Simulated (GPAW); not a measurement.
# PmS (Fm-3m) in GPAW: convergence with bands over the usual count

Aim: find how far bands over the usual count must go before the results for PmS settle, at PBE. This setting moves, with any that are tied to it; all else stays.

Program: GPAW 26.7.0. These are calculated values, not measurements. Logs are shortened: lines on timing, memory, paths and dates and some standing lists are left out, and cuts for length are marked. The log counts tension as positive stress, the text compression.

## (1) Starting point

It takes space group Fm-3m (No. 225, cubic). The conventional cell has a = 5.697 Å, b = 5.697 Å, c = 5.697 Å, α = 90.00°, β = 90.00°, γ = 90.00°. Pm (site symmetry m-3m) is surrounded by 6 S at 2.85 Å. S (site symmetry m-3m) is surrounded by 6 Pm at 2.85 Å.

The cell comes from a database or a generator and needn't be the stable form of this composition.

## (2) With bands over the usual count 0.72

run.py

```python
from ase.dft.bandgap import bandgap
from ase.io import read, write
from ase.units import GPa
from gpaw import GPAW, PW

atoms = read('POSCAR')
atoms.set_initial_magnetic_moments([4.0, 0.0])

calc = GPAW(mode=PW(800),
            xc='PBE',
            kpts={'size': (6, 6, 6), 'gamma': True},
            occupations={'name': 'fermi-dirac', 'width': 0.05},
            nbands=17,
            convergence={'density': 1e-05, 'energy': 1e-05},
            maxiter=100,
            txt='gpaw.txt')
atoms.calc = calc
energy = atoms.get_potential_energy()
forces = atoms.get_forces()
stress = atoms.get_stress()
calc.write('gs.gpw')
write('result.traj', atoms)
print(f'Energy: {energy:.6f} eV')
print('Forces (eV/A):')
print(forces.round(4))
print('Stress (GPa):', (stress / GPa).round(3))
print('Moments:', calc.get_magnetic_moments().round(3))
print('Fermi level:', round(calc.get_fermi_level(), 4), 'eV')
print(f'Gap: {bandgap(calc)[0]:.4f} eV, direct: {bandgap(calc, direct=True)[0]:.4f} eV')
```

POSCAR

```
PmS
1.0
    0.0000000000      2.8484763017      2.8484763017
    2.8484763017      0.0000000000      2.8484763017
    2.8484763017      2.8484763017      0.0000000000
Pm S
1 1
Direct
    0.0000000000      0.0000000000      0.0000000000
    0.5000000000      0.5000000000      0.5000000000
```

Potentials or basis: GPAW PAW data sets (gpaw-data 1.2.1), pw.

Started as:

```
$ OMP_NUM_THREADS=1 python run.py
```

gpaw.txt:

```text
__  _  _
 | _ |_)|_||  |
 |__||  | ||/\| - 26.7.0

Input parameters:
  mode=PW(ecut=800.0),
  convergence={'density': 1e-05, 'energy': 1e-05},
  kpts=MonkhorstPack(size=(6, 6, 6), gamma=True),
  maxiter=100,
  nbands=17,
  occupations=Occupations(name='fermi-dirac', width=0.05),
  xc=XC(name='PBE')

Diagonalizing LCAO Hamiltonian
Converting LCAO to pw mode

                S

       Pm

Atoms  # Å, Bohr magnetons
|   | symbol |        x |        y |        z |    initial magnetic moments |
|---|--------|----------|----------|----------|-----------------------------|
| 0 |     Pm | 0.000000 | 0.000000 | 0.000000 | ( 0.0000,  0.0000,  4.0000) |
| 1 |      S | 2.848476 | 2.848476 | 2.848476 | ( 0.0000,  0.0000,  0.0000) |

Unit cell  # Å
| periodic |        x |        y |        z |  lengths |    angles |
|----------|----------|----------|----------|----------|-----------|
|      yes | 0.000000 | 2.848476 | 2.848476 | 4.028354 | 60.000000 |
|      yes | 2.848476 | 0.000000 | 2.848476 | 4.028354 | 60.000000 |
|      yes | 2.848476 | 2.848476 | 0.000000 | 4.028354 | 60.000000 |

Number of symmetries: 48
Symmetry operations  # r_c * U_cc + t_c -> r_c
|    | kind |            matrix            |
|----|------|------------------------------|
|  0 |  σ   |  1, 0, 0,  1, 0,-1,  1,-1, 0 |
|  1 |  C2  |  1, 0, 0,  1,-1, 0,  1, 0,-1 |
|  2 |  E   |  1, 0, 0,  0, 1, 0,  0, 0, 1 |
|  3 |  σ   |  1, 0, 0,  0, 0, 1,  0, 1, 0 |
|  4 |  C4  |  1, 0,-1,  1, 0, 0,  1,-1, 0 |
|  5 |  S6  |  1, 0,-1,  1,-1, 0,  1, 0, 0 |
|  6 |  σ   |  1, 0,-1,  0, 1,-1,  0, 0,-1 |
|  7 |  C3  |  1, 0,-1,  0, 0,-1,  0, 1,-1 |
|  8 |  S6  |  1,-1, 0,  1, 0, 0,  1, 0,-1 |
|  9 |  C4  |  1,-1, 0,  1, 0,-1,  1, 0, 0 |
| 10 |  C3  |  1,-1, 0,  0,-1, 1,  0,-1, 0 |
| 11 |  σ   |  1,-1, 0,  0,-1, 0,  0,-1, 1 |
| 12 |  σ   |  0, 1, 0,  1, 0, 0,  0, 0, 1 |
[... 174 lines left out ...]
|iter:   3| |  -14.790305 | -0.66 | -1.03 |  +3.9363|
|iter:   4| |  -14.796914 | -1.04 | -1.13 |  +4.0382|
|iter:   5| |  -14.853795 | -1.26 | -1.20 |  +4.2749|
|iter:   6| |  -14.875592 | -2.03 | -1.23 |  +4.5727|
|iter:   7| |  -14.881115 | -2.70 | -1.72 |  +4.7108|
|iter:   8| |  -14.880712 | -3.16 | -2.13 |  +4.7581|
|iter:   9| |  -14.881188 | -3.89 | -2.59 |  +4.7757|
|iter:  10| |  -14.881522 | -4.10 | -2.67 |  +4.7996|
|iter:  11| |  -14.881578 | -4.81 | -3.44 |  +4.8037|
|iter:  12| |  -14.881587c| -5.28 | -3.66 |  +4.8068|
|iter:  13| |  -14.881597c| -5.58 | -4.13 |  +4.8077|
|iter:  14| |  -14.881597c| -6.13 | -5.07c|  +4.8078|
|iter:  15| |  -14.881598c| -6.30 | -5.37c|  +4.8078|
|iter:  16| |  -14.881598c| -6.74 | -6.26c|  +4.8078|
|iter:  17| |  -14.881598c| -6.90 | -6.04c|  +4.8078|
|iter:  18| |  -14.881598c| -7.30 | -6.51c|  +4.8078|
|iter:  19| |  -14.881598c| -7.47c| -6.12c|  +4.8078|

Converged in 19 steps
Energy contributions relative to reference atoms: (reference = -283530.008759)

Energy contributions:
  Kinetic:         -12.447580
  Coulomb:           9.236270
  Zero:              0.993008
  External:          0.000000
  Xc:              -12.595344
  Entropy:          -0.135902
  Spinorbit:         0.000000
  ----------------------------
  Free energy:     -14.949549
  Extrapolated:    -14.881598

dipole moment: (-33.710537, -33.710537, -33.710537)  # |e|*Ang

Total magnetic moment: (0.000000, 0.000000, 4.807834)

Local magnetic moments
|        x |        y |         z |
|----------|----------|-----------|
| 0.000000 | 0.000000 |  4.387075 |  # Pm   0
| 0.000000 | 0.000000 | -0.064384 |  # S    1

Fermi level: 9.934
Eigenvalues  # (at kpt = [0.000, 0.000, 0.000])
| band index |      eig [eV] | occ [0-1] |      eig [eV] | occ [0-1] |
|------------|---------------|-----------|---------------|-----------|
|          0 |       -28.665 |     1.000 |       -26.547 |     1.000 |
|          1 |        -8.946 |     1.000 |        -7.322 |     1.000 |
|          2 |        -8.946 |     1.000 |        -7.322 |     1.000 |
|          3 |        -8.946 |     1.000 |        -7.322 |     1.000 |
|          4 |        -3.928 |     1.000 |        -3.895 |     1.000 |
|          5 |         7.000 |     1.000 |         7.186 |     1.000 |
[... 9 lines left out ...]
|         15 |        10.638 |     0.000 |        13.094 |     0.000 |
|         16 |        10.638 |     0.000 |        13.094 |     0.000 |

No gap
No difference between direct/indirect transitions

Forces  # eV/Ang
|        x |        y |        z |
|----------|----------|----------|
| -0.00000 | -0.00000 |  0.00000 |  # Pm   0
| -0.00000 |  0.00000 | -0.00000 |  # S    1

Stress tensor  # eV/Ang^3
|         x |         y |         z |
|-----------|-----------|-----------|
| -0.021892 | -0.000000 | -0.000000 |
| -0.000000 | -0.021892 |  0.000000 |
| -0.000000 |  0.000000 | -0.021892 |

# Writing to gs.gpw (mode='')
```

stdout:

```text
Energy: -14.881598 eV
Forces (eV/A):
[[-0. -0.  0.]
 [-0.  0. -0.]]
Stress (GPa): [-3.508 -3.508 -3.508  0.    -0.    -0.   ]
Moments: [ 4.387 -0.064]
Fermi level: 9.9341 eV
Gap: 0.0000 eV, direct: 0.0000 eV
```

It took 21 s on 1 thread of AMD EPYC 9R45 (Zen 5), shared host; peak memory 0.22 GiB.

Results:

```
Free energy            : -14.9495 eV
Pressure               : 3.5 GPa
Band gap on the k mesh : none (metal or under the smearing width)
Net moment             : 4.81 μB per cell
Site moments           : Pm +4.39; S -0.06 μB
```

## (3) With bands over the usual count 0.8

run.py: that of step 2 with these lines changed.

```diff
@@ -12,3 +12,3 @@
             occupations={'name': 'fermi-dirac', 'width': 0.05},
-            nbands=17,
+            nbands=19,
             convergence={'density': 1e-05, 'energy': 1e-05},
```

POSCAR is that of step 2.

Potentials or basis: GPAW PAW data sets (gpaw-data 1.2.1), pw.

Started as:

```
$ OMP_NUM_THREADS=1 python run.py
```

Run time: 20 s. Hardware: 1 thread of AMD EPYC 9R45 (Zen 5), shared host; peak memory 0.23 GiB.

It converged, with:

```
Free energy            : -14.9496 eV
Pressure               : 3.5 GPa
Band gap on the k mesh : none (metal or under the smearing width)
Net moment             : 4.81 μB per cell
Site moments           : Pm +4.39; S -0.06 μB
```

## (4) With bands over the usual count 0.9

run.py: that of step 3 with these lines changed.

```diff
@@ -12,3 +12,3 @@
             occupations={'name': 'fermi-dirac', 'width': 0.05},
-            nbands=19,
+            nbands=21,
             convergence={'density': 1e-05, 'energy': 1e-05},
```

POSCAR is that of step 3.

Started as:

```
$ OMP_NUM_THREADS=1 python run.py
```

It took 22 s on 1 thread of AMD EPYC 9R45 (Zen 5), shared host; peak memory 0.23 GiB.

It converged, with:

| Property | Result |
| --- | --- |
| Free energy | -14.9496 eV |
| Pressure | 3.5 GPa |
| Band gap on the k mesh | none (metal or under the smearing width) |
| Net moment | 4.81 μB per cell |
| Site moments | Pm +4.39; S -0.06 μB |

## (5) With bands over the usual count 1

run.py: that of step 4 with these lines changed.

```diff
@@ -12,3 +12,3 @@
             occupations={'name': 'fermi-dirac', 'width': 0.05},
-            nbands=21,
+            nbands=24,
             convergence={'density': 1e-05, 'energy': 1e-05},
```

POSCAR is that of step 4.

Started as:

```
$ OMP_NUM_THREADS=1 python run.py
```

Run time: 24 s. Hardware: 1 thread of AMD EPYC 9R45 (Zen 5), shared host; peak memory 0.23 GiB.

The run converged. Its results:

* Free energy: -14.9496 eV
* Pressure: 3.5 GPa
* Band gap on the k mesh: none (metal or under the smearing width)
* Net moment: 4.81 μB per cell
* Site moments: Pm +4.39; S -0.06 μB

## (6) With bands over the usual count 1.3

run.py: that of step 5 with these lines changed.

```diff
@@ -12,3 +12,3 @@
             occupations={'name': 'fermi-dirac', 'width': 0.05},
-            nbands=24,
+            nbands=31,
             convergence={'density': 1e-05, 'energy': 1e-05},
```

POSCAR is that of step 5.

Potentials or basis: GPAW PAW data sets (gpaw-data 1.2.1), pw.

Started as:

```
$ OMP_NUM_THREADS=1 python run.py
```

Run time: 30 s. Hardware: 1 thread of AMD EPYC 9R45 (Zen 5), shared host; peak memory 0.24 GiB.

Results (log left out):

| Item | Value |
| --- | --- |
| Free energy | -14.9496 eV |
| Pressure | 3.5 GPa |
| Band gap on the k mesh | none (metal or under the smearing width) |
| Net moment | 4.81 μB per cell |
| Site moments | Pm +4.39; S -0.06 μB |

## (7) With bands over the usual count 1.7

run.py: that of step 6 with these lines changed.

```diff
@@ -12,3 +12,3 @@
             occupations={'name': 'fermi-dirac', 'width': 0.05},
-            nbands=31,
+            nbands=40,
             convergence={'density': 1e-05, 'energy': 1e-05},
```

POSCAR is that of step 6.

Started as:

```
$ OMP_NUM_THREADS=1 python run.py
```

Wall time 38 s (1 thread of AMD EPYC 9R45 (Zen 5), shared host); peak memory 0.25 GiB.

The run converged. Its results:

```
Free energy            : -14.9496 eV
Pressure               : 3.5 GPa
Band gap on the k mesh : none (metal or under the smearing width)
Net moment             : 4.81 μB per cell
Site moments           : Pm +4.39; S -0.06 μB
```

## (8) With bands over the usual count 2.5

run.py: that of step 7 with these lines changed.

```diff
@@ -12,3 +12,3 @@
             occupations={'name': 'fermi-dirac', 'width': 0.05},
-            nbands=40,
+            nbands=58,
             convergence={'density': 1e-05, 'energy': 1e-05},
```

POSCAR is that of step 7.

Started as:

```
$ OMP_NUM_THREADS=1 python run.py
```

It took 51 s on 1 thread of AMD EPYC 9R45 (Zen 5), shared host; peak memory 0.27 GiB.

It converged, with:

```yaml
Free_energy: -14.9496 eV
Pressure: 3.5 GPa
Band_gap_on_the_k_mesh: none (metal or under the smearing width)
Net_moment: 4.81 μB per cell
Site_moments: Pm +4.39; S -0.06 μB
```

## (9) The series at a glance

```tsv
bands over the usual count	energy less the tightest run, at zero smearing (meV/atom)	SCF cycles	CPU time (s)	peak memory (GiB)
0.72	0.00	19	21	0.22
0.8	0.00	15	20	0.23
0.9	0.00	15	22	0.23
1	0.00	15	24	0.23
1.3	0.00	15	30	0.24
1.7	0.00	15	38	0.25
2.5	0.00	15	51	0.27
```

Against the tightest run, the energy stays within 1 meV/atom from 0.72 on. The tightest run that finished is the yardstick and may itself not be fully converged.

Caveats: one-centre terms of the f shell are cut off; the magnetic or orbital state may not be the lowest; spin-orbit coupling is left out, which moves the levels of the heavy elements; without U or exact exchange the open f shell lies at the Fermi level, which spoils levels, moments and volumes.
